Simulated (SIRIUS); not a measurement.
Crystal: HfB.

```
CELL_PARAMETERS angstrom
0.00000 2.31000 2.31000
2.31000 0.00000 2.31000
2.31000 2.31000 0.00000
ATOMIC_POSITIONS crystal
Hf 0.50000 0.50000 0.50000
B 0.00000 0.00000 0.00000
```

```yaml
Program: SIRIUS 7.12.0
Task: relaxation of cell and atoms
Functional: revPBE
Dispersion: D3(BJ)
Potentials_or_basis: PseudoDojo 0.4.1 PBE standard (scalar relativistic)
Cutoff: 1054 eV
Density_cutoff: 4214 eV
k_mesh: 7 × 7 × 7
Occupations: fermi-dirac, width 0.05 eV
Spin: no spin polarisation
```

At the start: pressure 22.9 GPa; volume 12.33 Å³/atom.

**Question.** Where does the relaxation end?

**Answer.** Over 4 steps the energy falls by 89.9 meV/atom and the volume is 13.69 Å³/atom (+11.1 %); space group Fm-3m (No. 225, to 0.05 Å).

Step by step:
```
step  energy change (eV)  largest force (eV/Å)  pressure (GPa)  volume (Å³)
   1              0.0000                0.0000           22.86        24.65
   2             -0.1072                0.0000           13.66        25.60
   3             -0.1792                0.0000            1.09        27.23
   4             -0.1797                0.0000            0.06        27.38
```

Final structure:
```
Hf B
1.0
     0.00000    2.39227    2.39227
     2.39227    0.00000    2.39227
     2.39227    2.39227    0.00000
Hf B
1 1
Direct
  0.50000 0.50000 0.50000
  0.00000 0.00000 0.00000
```

Caveat: the potentials were made for another functional, which shifts forces and pressure; pairwise dispersion overbinds metals, which lowers pressure and volume.
